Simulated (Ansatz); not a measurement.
# Pt2W (Immm): bands and what follows from them

What do the bands of Pt2W (Immm) imply? The runs give the Fermi surface and transport coefficients.

Program: Ansatz 0.2.0. Level of theory: DFT PBEsol, scalar-relativistic, plane waves, PAW. These are calculated values, not measurements.

5 further runs of the same task are left out: 2 that didn't finish, 3 set aside as unsound or not needed. Runs told in other sessions of the task aren't counted.

## 1. The structure to begin with

Symmetry: Immm, No. 71, orthorhombic system. The conventional cell has a = 2.773 Å, b = 3.964 Å, c = 8.307 Å, α = 90.00°, β = 90.00°, γ = 90.00°. Around Pt (site symmetry mm2) lie 7 Pt at 2.71 to 2.82 Å and 5 W at 2.77 to 2.80 Å. W (site symmetry mmm) is surrounded by 2 W at 2.77 Å and 10 Pt at 2.77 to 2.80 Å.

Structure file:

```cif
data_structure
_symmetry_space_group_name_H-M 'P 1'
_symmetry_Int_Tables_number 1
_cell_length_a 4.8063
_cell_length_b 4.8063
_cell_length_c 4.8063
_cell_angle_alpha 146.470
_cell_angle_beta 131.287
_cell_angle_gamma 60.434
_cell_volume 45.65
loop_
_atom_site_label
_atom_site_type_symbol
_atom_site_fract_x
_atom_site_fract_y
_atom_site_fract_z
_atom_site_occupancy
Pt1 Pt 0.66322 0.66322 0.00000 1
Pt2 Pt 0.33678 0.33678 0.00000 1
W1 W 0.00000 0.00000 0.00000 1
```

The cell is the database one, not relaxed. At PBEsol, an earlier run found -5.13 GPa for this cell of 15.218 Å³/atom (14×14×14 mesh), no gap. The cell is stretched at this level.

## 2. Bands on a fine mesh, Fermi surface

Contents of input.yaml:

```yaml
crystal:
  lattice:
    - [-1.3863667527, 1.9822037087, 4.153264311]
    - [1.3863667527, -1.9822037087, 4.153264311]
    - [1.3863667527, 1.9822037087, -4.153264311]
  atoms:
    - { symbol: Pt, position: [0.6632247, 0.6632247, 0.0] }
    - { symbol: Pt, position: [0.3367753, 0.3367753, 0.0] }
    - { symbol: W, position: [0.0, 0.0, 0.0] }
basis:
  ecutwfc: 420
  ecutrho_ratio: 4
kpoints:
  mp_grid: { grid: [14, 14, 14] }
hamiltonian:
  xc: pbesol
scf:
  occupations: { method: gaussian, width: 0.05 }
output:
  forces: true
  stress: true
  eigenvalues: true
  eigenstates:
    nscf_kmesh: { grid: [26, 26, 26] }
    de_dk: true
    e_range: [-2.5, 2.5]
  write_density: true
  write_potential: true
  elf: true
  volumetric_format: npy
```

Command:

```sh
> ansatz run input.yaml --threads 4 --pin off --max-ram 9216MiB --backend cpu --events-out ev --progress --plain --runs-dir out
```

Log:

```text
Warning: RAYON_NUM_THREADS=4 ignored (pool sized by the plan → 4); use --threads N
Engine: ansatz 0.2.0, aarch64-unknown-linux-gnu
Pseudopotentials: kind: paw
Pseudopotential: Pt, paw, valence charge 18, recommended cutoff 420 eV (normal), Pt.paw.azcp
Pseudopotential: W, paw, valence charge 14, recommended cutoff 420 eV (normal), W.paw.azcp
Functional definition: PBEsol
  exchange = pbesol_x
  correlation = pbesol_c
Crystal: 3 atoms, lattice volume = 45.654 Å³
Basis set: ecut = 420 eV, 883 PW (Γ), exchange–correlation on 72×72×72 points (8 copies of the dense FFT grid, shifted against one another)
Bands: 30, of which v1, the nominal top of the filled ones, is band 25 counted from 1 (24 counted from 0)
Symmetry: 8 space group operations
Space group: Immm (ITA 71), of the structure as read, at distance tolerance 3.6e-5 Å
k-points: 428 of 2744
Non-local potential: Pt, projectors of the file, l = 0: 3, l = 1: 2, l = 2: 2, l = 3: 1
Non-local potential: W, projectors of the file, l = 0: 3, l = 1: 2, l = 2: 2, l = 3: 1
PAW form: soft (Blöchl's): semilocal exchange-correlation on the pseudo side does not see the compensation charge
PAW frozen core: Pt, regenerated for the run's functional, and the local potential with it (the file was generated under x = pbe(κ = 0.804, μ = 0.2195149727645171), c = pbe(β = 0.06672455060314922))
PAW frozen core: W, regenerated for the run's functional, and the local potential with it (the file was generated under x = pbe(κ = 0.804, μ = 0.2195149727645171), c = pbe(β = 0.06672455060314922))
PAW one-centre angular grid: Pt, 590 points (default); XC on 64 Gauss nodes
PAW one-centre angular grid: W, 590 points (default); XC on 64 Gauss nodes
Initial density: superposition of atomic densities (neutral atoms: chi_scale 0, normalization atom), corrected by the library's trained network
Initial wavefunctions: pseudopotential atomic-orbital guess
Functional: x = pbesol(κ = 0.804, μ = 0.12345679012345678), c = pbesol(β = 0.046)
SCF iter   1: F=—  HF=-35025.319139 eV  |F-HF|=—  |Δ(HF+E_count)|=         —  Δρ=9.51e-3  dr2=4.73e-2  ethr=1.77e-3  ⟨swp⟩=5.7  Hψ=46315  notcnv=0
preconditioner: auto → Kerker (q_TF=auto, 2.770 Å⁻¹)  [metal: Δε(μ)=0.008 eV  Ē_g=6.664 eV  σ=0.050 eV  W_gap=0.09  n_scr=18 (ndim 8)  ℏωp=28.0 eV  f_vac=0.000  D(μ)=2.47/eV (n_scr^D=20)]
SCF iter   2: F=—  HF=-35025.315341 eV  |F-HF|=—  |Δ(HF+E_count)|=   3.80e-3  Δρ=4.61e-3  dr2=1.05e-2  ethr=9.46e-5  ⟨swp⟩=1.2  Hψ=16536  notcnv=0  defer=2
SCF iter   3: F=—  HF=-35025.314045 eV  |F-HF|=—  |Δ(HF+E_count)|=   1.30e-3  Δρ=7.29e-4  dr2=1.63e-4  ethr=2.11e-5  ⟨swp⟩=2.4  Hψ=17276  notcnv=0  defer=2
SCF iter   4: F=—  HF=-35025.314030 eV  |F-HF|=—  |Δ(HF+E_count)|=   1.50e-5  Δρ=1.06e-4  dr2=4.85e-6  ethr=3.27e-7  ⟨swp⟩=2.3  Hψ=21062  notcnv=0  defer=2
SCF iter   5: F=—  HF=-35025.314031 eV  |F-HF|=—  |Δ(HF+E_count)|=   9.24e-7  Δρ=2.81e-5  dr2=2.81e-7  ethr=9.70e-9  ⟨swp⟩=1.2  Hψ=13300  notcnv=0  defer=2
SCF iter   6: F=—  HF=-35025.314031 eV  |F-HF|=—  |Δ(HF+E_count)|=   5.15e-8  Δρ=6.61e-6  dr2=2.29e-8  ethr=5.62e-10  ⟨swp⟩=2.4  Hψ=18019  notcnv=0  defer=2
SCF iter   7: F=—  HF=-35025.314031 eV  |F-HF|=—  |Δ(HF+E_count)|=   2.30e-9  Δρ=9.60e-7  dr2=4.36e-10  ethr=4.58e-11  ⟨swp⟩=1.8  Hψ=16873  notcnv=0  defer=2
SCF iter   8: F=—  HF=-35025.314031 eV  |F-HF|=—  |Δ(HF+E_count)|=  7.28e-11  Δρ=1.41e-7  dr2=1.11e-11  ethr=1.00e-12  ⟨swp⟩=1.7  Hψ=14140  notcnv=0  defer=2
SCF iter   9: F=-35025.314031 eV  HF=-35025.314031 eV  |F-HF|=7.28e-12  |Δ(HF+E_count)|=  1.46e-11  Δρ=2.98e-8  dr2=3.76e-13  ethr=1.00e-12  ⟨swp⟩=7.0  Hψ=53904  notcnv=0
SCF 1 converged in 9 iterations: F = -35025.314031 eV  dr2 = 3.76e-13
NSCF: frozen V_eff on 2471 k-points
SCF converged after 9 iterations
Free energy (F): -35025.314031 eV
Harris-Foulkes:  -35025.314031 eV  (|F-HF|=7.28e-12)
Internal energy: -35025.310828 eV  (E = F + TS)
E sigma→0 (E₀):  -35025.312429 eV
Entropy (-TS):   -0.003203 eV (-1.068 meV/atom)
Fermi energy:    23.555215 eV
--- Per-component energies (eV) ---
  E_band       = -345.572978
  E_kinetic    = 1725.612622
  E_local      = -3607.964872  (includes V_loc(G=0)·N_el)
  E_nonlocal   = 405.906171
  E_hartree    = 1342.344006
  E_xc         = -787.106853
  E_vxc        = -845.083408  (∫ρ·V_xc dr)
  E_paw        = -27067.937038  (= ΣΔE_a)
  E_vpaw       = -708.731838  (= ΣTr[D̂ρ^β])
  E_aug_tail   = 0.000324  (compensation charges beyond the density's cutoff)
  E_ewald      = -7036.960943
  E_core_change = 0.795755  (= ΣΔE_core)
  E_smearing   = -0.003203  (= −TS)
  E_closure    = 0.000000  (closes the sum)
  Σ components = -35025.314031   (vs F -35025.314031, Δ=0.00e0)
--- Forces (eV/Å), atoms counted from 1 ---
  atom   1  Pt     0.00000000    -0.00000000    -0.02413735
  atom   2  Pt     0.00000000     0.00000000     0.02413735
  atom   3  W      0.00000000     0.00000000    -0.00000000
  max |Σ_I F_I| component: 2.52e-29 eV/Å
--- Stress (GPa, compression-positive) ---
       -4.454670       0.000000       0.000000
        0.000000      -5.695304      -0.000000
        0.000000      -0.000000      -5.239992
  P = ⅓ Tr σ = -5.1300 GPa (-51.300 kbar)
--- Band table (eV; the first three rows and the last of 428) ---
  k-point 0: bands = ["-75.5089", "-75.4835", "-51.0018", "-29.8428", "-29.7834", "-29.6129", "-29.6034", "-29.5255", "-29.4663", "-15.2906", "-15.2372", "-14.7089", "13.0044", "17.2498", "17.8270", "18.3571", "18.6274", "19.2398", "19.3888", "19.7636", "20.4313", "21.0583", "21.3684", "21.4224", "22.2582", "22.7579", "25.0224", "26.1180", "27.4807", "29.6325"]
  k-point 1: bands = ["-75.5080", "-75.4834", "-50.9993", "-29.8417", "-29.7797", "-29.6148", "-29.6048", "-29.5336", "-29.4802", "-15.2861", "-15.2343", "-14.7494", "13.2191", "17.3801", "17.9388", "18.3338", "18.5138", "19.2226", "19.2461", "19.7333", "20.5124", "20.8986", "21.1167", "21.3664", "22.7685", "22.8033", "24.8198", "26.0895", "27.9605", "29.8505"]
  k-point 2: bands = ["-75.5052", "-75.4831", "-50.9924", "-29.8380", "-29.7691", "-29.6217", "-29.6133", "-29.5517", "-29.5181", "-15.2736", "-15.2260", "-14.8617", "13.8249", "17.7339", "18.1021", "18.2103", "18.2470", "19.1286", "19.1483", "19.5835", "20.4274", "20.6187", "21.3938", "21.4085", "22.9429", "23.2194", "24.4815", "25.8690", "29.1295", "30.4343"]
  k-point 427: bands = ["-75.5012", "-75.4912", "-51.0021", "-29.8020", "-29.7622", "-29.6821", "-29.5943", "-29.5396", "-29.4523", "-15.3008", "-15.2344", "-14.7079", "15.5740", "15.7593", "16.2015", "16.7484", "18.2569", "19.4717", "19.5297", "20.3527", "20.4588", "21.3289", "21.5271", "21.7152", "22.5683", "25.0642", "25.3713", "25.4126", "25.9097", "26.4431"]
--- Fermi surface from the table of eigenstates, both spin states counted (twice the sheets' area in a run without spin) ---
  How far the three rows differ hints at the mesh's error and does not bound it.
  reading                E - E_F (eV)   area (Å⁻²)  resistivity times mean free path along x, y, z (Ω·m²), under one mean free path over the surface
  by tetrahedra                0.0009       35.020  5.0404e-16  1.1399e-15  1.7380e-15
  by the states' slopes  not read: the table lacks a row of a band that the level cuts (widen output.eigenstates.e_range, raise output.eigenstates.top_band)
  on every second point       -0.0126       34.074  5.2296e-16  1.1774e-15  1.7177e-15
```

It took 47 s on 4 threads of Arm Neoverse V1, shared host; peak memory 1.8 GiB.

Read off: volume 15.218 Å³/atom, pressure -5.13 GPa, no gap.

Bands that cross the Fermi level on the 26×26×26 mesh (edges cut at 2.5 eV from it):

```csv
spin,band,lowest (eV),highest (eV)
both,23,-2.50,0.33
both,24,-2.29,0.44
both,25,-2.06,0.98
both,26,-1.38,1.68
```

Axes a, b and c in the maps are those of this run's conventional cell (a, b, c = 2.773, 3.964, 8.307 Å).

Density in a lattice plane of the grid's cell (edges 2.77 and 8.31 Å, at 0.000 of the third edge), which holds Pt and W.

Values in e/Å³, 12 rows by 6 columns:
```
 2.79  1.50  0.40  0.27  0.40  1.49
 0.40  0.31  0.20  0.16  0.20  0.31
 3.14  1.69  0.44  0.23  0.44  1.70
11.71  7.46  1.29  0.39  1.29  7.46
 4.16  2.26  0.54  0.27  0.54  2.25
 0.42  0.34  0.22  0.17  0.22  0.34
 4.16  2.25  0.54  0.27  0.54  2.26
11.71  7.46  1.29  0.39  1.29  7.46
 3.14  1.70  0.44  0.23  0.44  1.69
 0.40  0.31  0.20  0.16  0.20  0.31
 2.79  1.49  0.40  0.27  0.40  1.50
 3.55  4.90  1.18  0.42  1.18  4.90
```
Columns run along the first of these edges and rows up along the second, over one cell in 6 and 12 even steps from the bottom left corner. Atoms in the plane (fractional): Pt at (0.00, 0.66), Pt at (0.00, 0.34), W at (0.00, 0.00).

ELF in the same plane.

Ten even steps from ' ' (0.00) to '@' (0.68):
```
%%@@##==++==##@@
##++::--==--::++
====----------==
++++==--::--==++
####==------==##
@@@@##======##@@
@@@@##======##@@
@@%%**==--==**%%
====----------==
------::::::----
====----------==
@@%%**==--==**%%
@@@@##======##@@
@@@@##======##@@
####==------==##
++++==--::--==++
====----------==
##++::--==--::++
%%@@##==++==##@@
  **@@++**++@@**
```
Columns run along the first of these edges and rows up along the second, over one cell in 8 and 20 even steps from the bottom left corner. Atoms in the plane (fractional): Pt at (0.00, 0.66), Pt at (0.00, 0.34), W at (0.00, 0.00).

Both are smooth fields of the valence electrons: close to the nuclei they are not physical.

## 3. States of the whole zone by energy, transport at constant relaxation time

input.yaml, as its differences from that of step 2:

```diff
@@ -22,9 +22,2 @@
   eigenvalues: true
-  eigenstates:
-    nscf_kmesh: { grid: [26, 26, 26] }
-    de_dk: true
-    e_range: [-2.5, 2.5]
-  write_density: true
-  write_potential: true
-  elf: true
-  volumetric_format: npy
+  states_by_energy: { minimum_broadening: 0.05 }
```

Command:

```sh
> ansatz run input.yaml --threads 4 --pin off --max-ram 9216MiB --backend cpu --events-out ev --progress --plain --runs-dir out
```

Log:

```text
Warning: RAYON_NUM_THREADS=4 ignored (pool sized by the plan → 4); use --threads N
basis.fft_grid_basis auto: the FFT boxes are laid along the combinations [[1, 0, 1], [0, 1, 1], [0, 0, 1]] of the cell's own vectors, 3.964, 2.773 and 4.806 Å long. The dense box has 27×20×36 points. Along the cell's own vectors, as sized, it would have 36×36×36, 2.40 times as many. Of the 8 symmetry operations that the crystal satisfies within crystal.symmetry.tolerance (time reversal apart; of a slab, those that keep its plane) the dense box along the cell's own vectors carries 8, and the one as laid loses 6 of those. basis.fft_grid_basis: typed keeps the cell's own vectors: state it where this run's energies or levels are differenced outside the engine with another run's, or held beside a run that keeps those vectors.
[... 7 set-up lines as earlier in the session ...]
Crystal: 3 atoms, lattice volume = 45.654 Å³
Basis set: ecut = 420 eV, 883 PW (Γ), FFT grids on a1+a3, a2+a3, a3, exchange–correlation on 54×40×72 points (8 copies of the dense FFT grid, shifted against one another)
Bands: 30, of which v1, the nominal top of the filled ones, is band 25 counted from 1 (24 counted from 0)
[... 2 set-up lines as earlier in the session ...]
k-points: 428 of 2744
[... 10 set-up lines as earlier in the session ...]
SCF iter   1: F=—  HF=-35025.319084 eV  |F-HF|=—  |Δ(HF+E_count)|=         —  Δρ=9.51e-3  dr2=4.73e-2  ethr=1.77e-3  ⟨swp⟩=5.8  Hψ=46228  notcnv=0
preconditioner: auto → Kerker (q_TF=auto, 2.770 Å⁻¹)  [metal: Δε(μ)=0.008 eV  Ē_g=6.664 eV  σ=0.050 eV  W_gap=0.09  n_scr=18 (ndim 8)  ℏωp=28.0 eV  f_vac=0.000  D(μ)=2.47/eV (n_scr^D=20)]
SCF iter   2: F=—  HF=-35025.315342 eV  |F-HF|=—  |Δ(HF+E_count)|=   3.74e-3  Δρ=4.61e-3  dr2=1.05e-2  ethr=9.46e-5  ⟨swp⟩=1.2  Hψ=16608  notcnv=0  defer=2
SCF iter   3: F=—  HF=-35025.314048 eV  |F-HF|=—  |Δ(HF+E_count)|=   1.29e-3  Δρ=7.30e-4  dr2=1.65e-4  ethr=2.11e-5  ⟨swp⟩=2.5  Hψ=17306  notcnv=0  defer=2
SCF iter   4: F=—  HF=-35025.314033 eV  |F-HF|=—  |Δ(HF+E_count)|=   1.46e-5  Δρ=1.06e-4  dr2=4.73e-6  ethr=3.30e-7  ⟨swp⟩=2.3  Hψ=21202  notcnv=0  defer=2
SCF iter   5: F=—  HF=-35025.314031 eV  |F-HF|=—  |Δ(HF+E_count)|=   2.53e-6  Δρ=2.83e-5  dr2=2.90e-7  ethr=9.47e-9  ⟨swp⟩=1.2  Hψ=13320  notcnv=0  defer=2
SCF iter   6: F=-35025.314031 eV  HF=-35025.314031 eV  |F-HF|=1.31e-8  |Δ(HF+E_count)|=   5.38e-8  Δρ=6.47e-6  dr2=2.19e-8  ethr=2.00e-10  ⟨swp⟩=6.0  Hψ=45337  notcnv=0
SCF 1 converged in 6 iterations: F = -35025.314031 eV  dr2 = 2.19e-8
NSCF: frozen V_eff on 8 k-points
SCF converged after 6 iterations
Free energy (F): -35025.314031 eV
Harris-Foulkes:  -35025.314031 eV  (|F-HF|=1.31e-8)
Internal energy: -35025.310828 eV  (E = F + TS)
E sigma→0 (E₀):  -35025.312429 eV
Entropy (-TS):   -0.003203 eV (-1.068 meV/atom)
Fermi energy:    23.555210 eV
--- Per-component energies (eV) ---
  E_band       = -345.574014
  E_kinetic    = 1725.613386
  E_local      = -3607.970223  (includes V_loc(G=0)·N_el)
  E_nonlocal   = 405.907585
  E_hartree    = 1342.347939
  E_xc         = -787.106833
  E_vxc        = -845.083384  (∫ρ·V_xc dr)
  E_paw        = -27067.937817  (= ΣΔE_a)
  E_vpaw       = -708.731902  (= ΣTr[D̂ρ^β])
  E_aug_tail   = 0.000324  (compensation charges beyond the density's cutoff)
  E_ewald      = -7036.960943
  E_core_change = 0.795755  (= ΣΔE_core)
  E_smearing   = -0.003203  (= −TS)
  E_closure    = 0.000000  (closes the sum)
  Σ components = -35025.314031   (vs F -35025.314031, Δ=0.00e0)
--- Forces (eV/Å), atoms counted from 1 ---
  atom   1  Pt     0.00000000    -0.00000000    -0.02411253
  atom   2  Pt     0.00000000     0.00000000     0.02411253
  atom   3  W      0.00000000     0.00000000     0.00000000
  max |Σ_I F_I| component: 2.17e-19 eV/Å
--- Stress (GPa, compression-positive) ---
       -4.454109       0.000000       0.000000
        0.000000      -5.694952      -0.000000
        0.000000      -0.000000      -5.239501
  P = ⅓ Tr σ = -5.1295 GPa (-51.295 kbar)
--- Band table (eV; the first three rows and the last of 428) ---
  k-point 0: bands = ["-75.5090", "-75.4835", "-51.0018", "-29.8429", "-29.7834", "-29.6130", "-29.6035", "-29.5256", "-29.4664", "-15.2906", "-15.2371", "-14.7088", "13.0044", "17.2498", "17.8269", "18.3571", "18.6274", "19.2398", "19.3888", "19.7636", "20.4313", "21.0582", "21.3683", "21.4224", "22.2581", "22.7579", "25.0224", "26.1181", "27.4806", "29.6325"]
  k-point 1: bands = ["-75.5080", "-75.4834", "-50.9993", "-29.8417", "-29.7798", "-29.6148", "-29.6049", "-29.5337", "-29.4803", "-15.2860", "-15.2343", "-14.7494", "13.2191", "17.3801", "17.9387", "18.3338", "18.5138", "19.2226", "19.2461", "19.7333", "20.5124", "20.8986", "21.1167", "21.3664", "22.7685", "22.8033", "24.8199", "26.0895", "27.9605", "29.8505"]
  k-point 2: bands = ["-75.5052", "-75.4831", "-50.9924", "-29.8380", "-29.7692", "-29.6217", "-29.6134", "-29.5517", "-29.5182", "-15.2736", "-15.2260", "-14.8617", "13.8249", "17.7339", "18.1021", "18.2103", "18.2470", "19.1286", "19.1483", "19.5835", "20.4274", "20.6187", "21.3938", "21.4085", "22.9429", "23.2194", "24.4815", "25.8690", "29.1295", "30.4343"]
  k-point 427: bands = ["-75.5012", "-75.4913", "-51.0020", "-29.8020", "-29.7622", "-29.6822", "-29.5943", "-29.5396", "-29.4523", "-15.3008", "-15.2344", "-14.7079", "15.5740", "15.7593", "16.2014", "16.7483", "18.2569", "19.4716", "19.5297", "20.3527", "20.4588", "21.3289", "21.5272", "21.7151", "22.5683", "25.0642", "25.3713", "25.4126", "25.9097", "26.4431"]
```

Wall time 20 min (4 threads of Arm Neoverse V1, shared host); peak memory 2.2 GiB.

This gives: volume 15.218 Å³/atom, pressure -5.13 GPa, metallic.

A script then sums the file of states by energy over Fermi windows, for rigid-band transport at a constant relaxation time τ. Negative carriers are holes, and the chemical potential counts from the run's Fermi level:

```csv
T (K),electrons added (10¹⁹ cm⁻³),chemical potential (eV),σ/τ xx (10²⁰/Ω m s),Seebeck xx (μV/K),Seebeck zz (μV/K),Lorenz xx (10⁻⁸ V²/K²)
600,0,0.007,13.4,7,0,2.39
600,1,0.007,13.4,7,0,2.39
600,-1,0.006,13.4,7,0,2.39
600,10,0.009,13.4,8,0,2.39
600,-10,0.004,13.4,7,0,2.39
600,100,0.034,13.2,8,2,2.39
600,-100,-0.020,13.6,7,-1,2.39
900,0,0.007,13.3,11,1,2.35
900,1,0.008,13.3,11,1,2.35
900,-1,0.007,13.3,11,1,2.35
900,10,0.010,13.3,11,2,2.35
900,-10,0.005,13.3,11,1,2.35
900,100,0.035,13.1,12,3,2.35
900,-100,-0.020,13.5,10,0,2.36
```

## 4. Outcome

| quantity | value |
| --- | --- |
| Fermi-surface area, spins summed | 35.02 Å⁻² |
| resistivity × mean free path, xx and zz | 0.50, 1.74 × 10⁻¹⁵ Ω m² |
| largest S²σ/τ along x | at 900 K with 100 × 10¹⁹ cm⁻³ electrons, S = 12 μV/K |

What this shows: On the fine mesh the Fermi surface has sheets from 4 bands. Among the cases computed, S²σ/τ along x is largest at 900 K for electron doping of 100 × 10¹⁹ cm⁻³. That is the edge of the range tried, not a located peak. Spin–orbit coupling is left out, though the cell holds Pt; in elements this heavy it can shift levels and gaps by tenths of an eV.
